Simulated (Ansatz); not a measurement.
# GaNH2 + H2: a complex and its separated parts

Aim: how far the complex at one end of a reaction step lies below its separated, relaxed parts, level by level.

Computed with Ansatz 0.2.0, Gaussian basis. Level: PBE0-D4/def2-TZVP structures, single points in def2-TZVPP, no counterpoise correction.

Levels: SPW92, PBE-D4, BLYP-D4, r2SCAN-D4, B97M-V, PBE0-D4, B3LYP-D4, r2SCAN0-D4, BHLYP-D4, CAM-B3LYP-D4, wB97X-V, wB97M-V, B2PLYP, PBE-QIDH, RPA on PBE, Hartree-Fock, MP2, CCSD, CCSD(T).

Cores are frozen in the correlated methods. Filled d shells of the heavier atoms are correlated. B3LYP uses VWN-RPA correlation. B2PLYP carries no dispersion term here.

56 further runs of the same task are left out: 56 set aside as unsound or not needed.

## Step 1: The starting structure

The complex: 6 atoms, charge 0, spin multiplicity 1.

Atoms are counted from 1 here; the program's logs count them from 0.

Bond lengths: Ga1–N3 1.696 Å, Ga1–H5 1.530 Å, H2–H4 0.749 Å, N3–H6 1.015 Å. Angles: N3–Ga1–H5 166.3°, Ga1–N3–H6 120.2°.

As a file:

```mol
GaH4N
  3D, bonds by distance, orders not assigned

  6  4  0  0  0  0  0  0  0  0999 V2000
   -0.9147   -0.5656   -0.1094 Ga  0  0
    2.0101   -0.2613    0.9556 H   0  0
   -0.6252    0.9872   -0.7282 N   0  0
    1.7120    0.3037    0.5636 H   0  0
   -0.8356   -1.9327    0.5731 H   0  0
   -1.3466    1.4687   -1.2548 H   0  0
  1  3  8  0
  1  5  8  0
  2  4  8  0
  3  6  8  0
M  END
```

Its parts: GaNH2 holds atoms 1, 3, 5, 6; H2 holds atoms 2, 4. Each part counts its atoms afresh in its own runs.

## Step 2: Relaxing GaNH2 alone

relax-a/in.yaml reads:

```yaml
crystal:
  periodic: [false, false, false]
  atoms:
    - {symbol: Ga, position_ang: [-0.914674, -0.565650, -0.109380]}
    - {symbol: N, position_ang: [-0.625229, 0.987198, -0.728174]}
    - {symbol: H, position_ang: [-0.835566, -1.932698, 0.573140]}
    - {symbol: H, position_ang: [-1.346571, 1.468685, -1.254798]}
basis:
  gaussian: {orbitals: def2-TZVP}
hamiltonian: {xc: pbe0, dispersion: d4}
relax: {f_tol: 0.005, max_steps: 200}
```

Started as:

```sh
> ansatz run in.yaml --threads 2 --pin off --events-out ev --progress --plain --max-ram 4352MiB
```

After this run come: Relaxing H2 alone; SPW92/def2-TZVPP; PBE-D4/def2-TZVPP; BLYP-D4/def2-TZVPP; r2SCAN-D4/def2-TZVPP; B97M-V/def2-TZVPP; PBE0-D4/def2-TZVPP; B3LYP-D4/def2-TZVPP; r2SCAN0-D4/def2-TZVPP; BHLYP-D4/def2-TZVPP; CAM-B3LYP-D4/def2-TZVPP; wB97X-V/def2-TZVPP; wB97M-V/def2-TZVPP; B2PLYP/def2-TZVPP; PBE-QIDH/def2-TZVPP; RPA on PBE/def2-TZVPP; CCSD(T)/def2-TZVPP; Vibrations of GaNH2; Vibrations of H2.

**Question.** What will these runs give? Wanted: complex less parts, CCSD(T)/def2-TZVPP; with zero-point energy; largest T1 diagnostic.

The runs gave:

| quantity | value |
| --- | --- |
| complex less parts, CCSD(T)/def2-TZVPP | -0.79 kcal/mol |
| with zero-point energy | +0.74 kcal/mol |
| largest T1 diagnostic | 0.025 |

**Reading.** At CCSD(T) the complex lies 0.79 kcal/mol below its parts. Among the functionals BLYP-D4 lands nearest to CCSD(T) (-0.06 kcal/mol) and SPW92 farthest (-1.63 kcal/mol). By rung, the mean size of the error is: LDA 1.63, GGA 0.32, meta-GGA 0.35, hybrid 0.43, range-separated hybrid 0.35, double hybrid 0.26 kcal/mol. PBE-D4 gives a relative energy 0.58 kcal/mol too low, an error of 74 % of the reference. No counterpoise was applied, and triple zeta lacks some correlation, so the CCSD(T) reference has a basis error of its own, and close matches with it are partly luck. The restricted Hartree–Fock reference is unstable towards an unrestricted one at one or more of these structures.
